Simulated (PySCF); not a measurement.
# C5H9ClO (Pivaloyl Chloride): the cost of one run

Computed with PySCF 2.14.0, with density-fitted response routines of our own, on a single molecule, in the gas phase or a continuum. Atoms are numbered from 0 throughout.

## (1) Starting geometry

16 atoms, charge 0, multiplicity 1; geometry from: GFN2-xTB. The atoms were then displaced at random by about 0.01 Å, so the start is not that level's minimum.

Bonds of the start (Å): C0–C1 1.51, C1–C2 1.54, C1–C3 1.56, C1–C4 1.50, C4–O5 1.19, C4–Cl6 1.77, C0–H7 1.10, C0–H8 1.06, C0–H9 1.11, C2–H10 1.09, C2–H11 1.06, C2–H12 1.08, C3–H13 1.09, C3–H14 1.11, C3–H15 1.05.

## (2) Optimising the geometry at PBE0-D3(BJ)/def2-TZVP

The job: settings as JSON, then the geometry in Å.

```
{"job": {"xc": "PBE0", "basis": "def2-TZVP", "d3": "d3bj", "grid": 2, "shake": 0.01, "kind": "geom"}, "charge": 0, "multiplicity": 1}
C      0.197010     1.373050    -0.633620
C     -0.065990     0.036190     0.025400
C     -0.291820    -1.040100    -1.049660
C      1.162850    -0.320240     0.919840
C     -1.305300     0.137120     0.866410
O     -2.009590     1.087310     1.034300
Cl    -1.692890    -1.371530     1.717240
H      0.325660     2.179500     0.106760
H      1.065760     1.358400    -1.238900
H     -0.673480     1.669730    -1.250950
H      0.597210    -1.092640    -1.671300
H     -1.128640    -0.797650    -1.651830
H     -0.455840    -2.000660    -0.594070
H      1.245700     0.428480     1.708710
H      0.975660    -1.302040     1.391840
H      2.034650    -0.347290     0.330560
```

Started as:

```sh
OMP_NUM_THREADS=2 python probes_run.py task.json out
```

The driver reads the jobs from task.json and runs them one after another.

Q: Estimate the wall time and peak memory of this first job on 2 threads of INTEL XEON PLATINUM 8581C at 2.10GHz, shared host.

About 3.3 min, with a peak of 1.7 GiB.
